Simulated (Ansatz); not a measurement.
# Si (diamond type): the cost of one run

Program: Ansatz 0.2.0. Level of theory: DFT, LDA, all-electron LAPW, scalar-relativistic. These are calculated values, not measurements.

**1. The system as given**

It takes space group Fd-3m (No. 227, cubic). Conventional cell: a = 5.402 Å, b = 5.402 Å, c = 5.402 Å, α = 90.00°, β = 90.00°, γ = 90.00°. Si (site symmetry -43m) is surrounded by 4 Si at 2.34 Å.

Structure file:

```
CELL_PARAMETERS angstrom
2.70097 2.70097 0.00000
-2.70097 2.70097 0.00000
0.00000 0.00000 5.40193
ATOMIC_POSITIONS crystal
Si 0.25000 0.50000 0.37500
Si 0.75000 0.00000 0.87500
Si 0.25000 0.00000 0.12500
Si 0.75000 0.50000 0.62500
```

Atoms are numbered in the order of the input: Si1, Si2, Si3, Si4.

**2. Bulk in the slab's orientation, LAPW**

input.yaml reads:

```yaml
crystal:
  lattice:
    - [2.7009664875, 2.7009664875, 0.0]
    - [-2.7009664875, 2.7009664875, 0.0]
    - [0.0, 0.0, 5.401932975]
  atoms:
    - { symbol: Si, position: [0.25, 0.5, 0.375] }
    - { symbol: Si, position: [0.75, 0.0, 0.875] }
    - { symbol: Si, position: [0.25, 0.0, 0.125] }
    - { symbol: Si, position: [0.75, 0.5, 0.625] }
kpoints:
  mp_grid: { grid: [8, 8, 6] }
scf:
  occupations: { method: fermi_dirac, width: 0.02 }
hamiltonian:
  xc: lda
  pseudopotentials: { kind: all_electron, lapw: { basis_error: 0.001 } }
output:
  forces: true
  stress: true
  eigenvalues: true
```

Launch:

```console
> ansatz run input.yaml --threads 2 --pin off --max-ram 4096MiB --backend cpu --events-out ev --progress --plain --runs-dir out
```

What time and memory should one allow on 2 threads of Arm Neoverse V1, shared host?

About 12 s, with a peak of 0.36 GiB.
